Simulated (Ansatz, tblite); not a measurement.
# Mn2(F)4: a ladder of methods and basis sets

How do method and basis change the picture of Mn2(F)4 (multiplicity 11)?

The runs use Ansatz 0.2.0, Gaussian basis; as each input shows.

Plan: GFN1-xTB, GFN2-xTB, PBE-D4/def2-TZVP, r2SCAN-D4/def2-TZVP, B3LYP-D4/def2-TZVP, ωB97M-V/def2-TZVP, CAM-B3LYP-D4/def2-TZVP, LC-ωPBE/def2-TZVP, r2SCAN0-D4/def2-TZVP, PBE-D4/def2-SVP, PBE0-D4/def2-SVP, HF/6-31G, B3LYP-D4/6-31G, PBE0-D4/def2-TZVPD, PBE-D4/def2-TZVPD, r2SCAN-D4/def2-TZVPD, CCSD(T)/def2-SVP, MP2/def2-TZVP, RPA/def2-TZVP.

17 further runs of the same task are left out: 1 for a known fault of the program, 16 that didn't finish.

### Step 1. The structure

The multiplicity 11 was relaxed beforehand with PBE0-D4/def2-SVP.

6 atoms, charge 0, spin multiplicity 11.

Bond lengths: Mn1–F2 1.793 Å, Mn1–F3 2.000 Å, Mn1–F6 2.000 Å, F3–Mn4 2.000 Å, Mn4–F5 1.793 Å, Mn4–F6 2.000 Å. Angles: F2–Mn1–F3 140.7°, F2–Mn1–F6 140.7°, F3–Mn1–F6 78.6°, Mn1–F3–Mn4 101.4°, F3–Mn4–F5 140.7°, F3–Mn4–F6 78.6°, F5–Mn4–F6 140.7°, Mn1–F6–Mn4 101.4°.

As a file:

```
Mn    0.6904   -0.4792   -1.2992
F     1.4752   -1.0351   -2.8121
F     0.1642    1.2047   -0.3574
Mn   -0.6851    0.4794    1.3021
F    -1.4938    1.0345    2.8027
F    -0.1508   -1.2044    0.3638
```

No spin-orbit coupling is included.

PBE0-D4/def2-TZVP was run before; its log isn't repeated, and its numbers join the tables.

### Step 2. GFN1-xTB

Tight binding, by tblite at 300 K electronic temperature and without a spin-polarisation term:

```python
tblite.interface.Calculator('GFN1-xTB', numbers, positions, charge=0, uhf=10).singlepoint()
```

Energy -682.5793 eV; 0.008 s.

### Step 3. GFN2-xTB

Tight binding, by tblite at 300 K electronic temperature and without a spin-polarisation term:

```python
tblite.interface.Calculator('GFN2-xTB', numbers, positions, charge=0, uhf=10).singlepoint()
```

Energy -670.4189 eV; 0.004 s.

### Step 4. PBE-D4/def2-TZVP

start.molden holds the orbitals of an earlier run on this state, given as this run's starting guess.

in.yaml reads:

```yaml
crystal:
  periodic: [false, false, false]
  atoms:
    - {symbol: Mn, position_ang: [0.690363, -0.479151, -1.299169]}
    - {symbol: F, position_ang: [1.475193, -1.035088, -2.812064]}
    - {symbol: F, position_ang: [0.164227, 1.204723, -0.357354]}
    - {symbol: Mn, position_ang: [-0.685141, 0.479378, 1.302099]}
    - {symbol: F, position_ang: [-1.493824, 1.034522, 2.802688]}
    - {symbol: F, position_ang: [-0.150817, -1.204385, 0.363800]}
basis:
  gaussian: {orbitals: def2-TZVP, initial_orbitals: start.molden}
magnetization: {spin_polarized: true, initial_magnetization: 10}
hamiltonian: {xc: pbe, dispersion: d4}
scf: {omitted_lower_state_checks: [starts]}
output: {orbitals: {seedname: orbitals}}
```

Run with:

```bash
$ ansatz run in.yaml --threads 4 --pin off --events-out ev --progress --plain --max-ram 8704MiB
```

After this run come: r2SCAN-D4/def2-TZVP; B3LYP-D4/def2-TZVP; ωB97M-V/def2-TZVP; CAM-B3LYP-D4/def2-TZVP; LC-ωPBE/def2-TZVP; r2SCAN0-D4/def2-TZVP; PBE-D4/def2-SVP; PBE0-D4/def2-SVP; HF/6-31G; B3LYP-D4/6-31G; PBE0-D4/def2-TZVPD; PBE-D4/def2-TZVPD; r2SCAN-D4/def2-TZVPD; CCSD(T)/def2-SVP; MP2/def2-TZVP; RPA/def2-TZVP.

Q: Predict the results of all the runs planned. Wanted: gap in def2-TZVP, named functionals, smallest and largest; correlation energy, CCSD(T)/def2-SVP; correlation energy, MP2/def2-TZVP; binding an atom, CCSD(T)/def2-SVP; ⟨S²⟩ in def2-TZVP, named functionals, smallest and largest; PBE0 total energy, smallest basis above largest.

As calculated:

| quantity | value |
| --- | --- |
| gap in def2-TZVP, named functionals, smallest and largest | 1.91 eV (PBE-D4), 10.65 eV (LC-ωPBE) |
| correlation energy, CCSD(T)/def2-SVP | -34.12 eV |
| correlation energy, MP2/def2-TZVP | -47.34 eV |
| binding an atom, CCSD(T)/def2-SVP | 3.409 eV |
| ⟨S²⟩ in def2-TZVP, named functionals, smallest and largest | 30.010, 30.017 |
| PBE0 total energy, smallest basis above largest | 22.49 eV (def2-SVP, def2-TZVPD) |

**Reading.** Orbital gaps of the named functionals in def2-TZVP span 1.91 eV (PBE-D4) to 10.65 eV (LC-ωPBE); exact exchange widens it. A small miss in a minimal or small basis is a cancelling of errors, not accuracy. The functionals in def2-TZVP miss CCSD(T)/def2-SVP by +0.214 (r2SCAN0-D4) to +0.508 eV (PBE-D4) an atom. The yardstick is in a double-zeta basis, so levels in larger sets aren't compared like for like. The reference is CCSD(T) in one finite basis, so it carries an error of its own, often a tenth of an eV or more, and near misses can't be ranked. Over the named functionals in def2-TZVP spin contamination reaches 0.02 (r2SCAN-D4), which is small.
